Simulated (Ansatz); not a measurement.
**CH₆OSiTe: a ladder of functionals and wavefunction methods**

One table from this session's results is given with a row withheld; the runs are named, their logs left out.

Method: functionals in def2-TZVPP, the program's frozen cores in correlated methods; program: Ansatz 0.2.0, Gaussian basis.

Plan: PBE-D4, r2SCAN-D4, PBE0-D4, B3LYP-D4, ωB97X-V, ωB97M-V, B2PLYP; CCSD(T)/def2-TZVPP; MP2/def2-QZVPP; extrapolation to the limit.

## The relaxed structure

The geometry comes from an earlier relaxation with PBE0-D4 in a triple-zeta def2 set; it is a stationary point, not always the lowest conformer. Te takes the def2 core potential; no spin-orbit term is included.

10 atoms, charge 0, spin multiplicity 1.

Atoms are counted from 1 here; the program's logs count them from 0.

Bond lengths: O1–C2 1.397 Å, O1–H5 0.963 Å, C2–Si3 1.890 Å, C2–Te4 2.191 Å, C2–H6 1.096 Å, Si3–H7 1.484 Å, Si3–H8 1.486 Å, Si3–H9 1.487 Å, Te4–H10 1.659 Å. Angles: C2–O1–H5 109.4°, O1–C2–Si3 109.7°, O1–C2–Te4 113.5°, O1–C2–H6 113.0°, Si3–C2–Te4 107.0°, Si3–C2–H6 110.4°, Te4–C2–H6 102.8°, C2–Si3–H7 108.1°, C2–Si3–H8 109.2°, C2–Si3–H9 110.2°, H7–Si3–H8 110.0°, H7–Si3–H9 110.0°, H8–Si3–H9 109.4°, C2–Te4–H10 93.7°.

Coordinates:

```csv
atom,x (Å),y (Å),z (Å)
O1,-1.6013,0.5191,-0.2450
C2,-0.2139,0.4176,-0.1138
Si3,0.2131,-0.9966,1.0651
Te4,0.8157,0.0104,-2.0047
H5,-1.8118,1.1920,-0.9005
H6,0.2533,1.3501,0.2222
H7,1.6496,-0.8831,1.4195
H8,-0.0409,-2.2937,0.3862
H9,-0.6211,-0.9102,2.2930
H10,1.4403,1.5434,-2.1192
```

The first run:

Contents of in.yaml:

```yaml
crystal:
  periodic: [false, false, false]
  atoms:
    - {symbol: O, position_ang: [-1.601310, 0.519147, -0.244992]}
    - {symbol: C, position_ang: [-0.213907, 0.417556, -0.113776]}
    - {symbol: Si, position_ang: [0.213112, -0.996613, 1.065108]}
    - {symbol: Te, position_ang: [0.815722, 0.010383, -2.004719]}
    - {symbol: H, position_ang: [-1.811835, 1.191967, -0.900460]}
    - {symbol: H, position_ang: [0.253335, 1.350121, 0.222214]}
    - {symbol: H, position_ang: [1.649551, -0.883118, 1.419515]}
    - {symbol: H, position_ang: [-0.040852, -2.293674, 0.386163]}
    - {symbol: H, position_ang: [-0.621079, -0.910234, 2.293040]}
    - {symbol: H, position_ang: [1.440264, 1.543365, -2.119193]}
basis:
  gaussian: {orbitals: def2-TZVPP}
hamiltonian: {xc: pbe, dispersion: d4}
output: {forces: true, orbitals: {seedname: orbitals}}
```

The run is started by

```
> ansatz run in.yaml --threads 4 --pin off --events-out ev --progress --plain --max-ram 10444MiB
```

Among the steps run: PBE-D4 (GGA); r2SCAN-D4 (meta-GGA); PBE0-D4 (hybrid); B3LYP-D4 (hybrid); ωB97X-V (range-separated); ωB97M-V (range-separated); B2PLYP (double hybrid); CCSD(T) in def2-TZVPP; MP2 in def2-QZVPP.

One of the session's tables, all rows but one given; the rest of the session is left out.

```
            method  atomisation energy (kcal/mol)
            PBE-D4                              ?
         r2SCAN-D4                          741.4
           PBE0-D4                          737.5
          B3LYP-D4                          741.4
           ωB97X-V                          745.0
           ωB97M-V                          741.0
            B2PLYP                          730.5
     HF/def2-TZVPP                          515.0
    MP2/def2-TZVPP                          728.5
   CCSD/def2-TZVPP                          710.7
CCSD(T)/def2-TZVPP                          723.2
           MP2/CBS                          752.9
       CCSD(T)/CBS                          747.5
```

Estimate the missing values for PBE-D4.

**Answer.** atomisation energy (kcal/mol): 752.1. In the column «atomisation energy (kcal/mol)» it lies between CCSD(T)/CBS (747.5) and MP2/CBS (752.9).

Limits of these values: Free atoms (1 O, 1 C, 1 Si, 1 Te, 6 H) were run apart at each level; the atomisation energy is their sum less the molecule, without zero-point or spin-orbit terms.
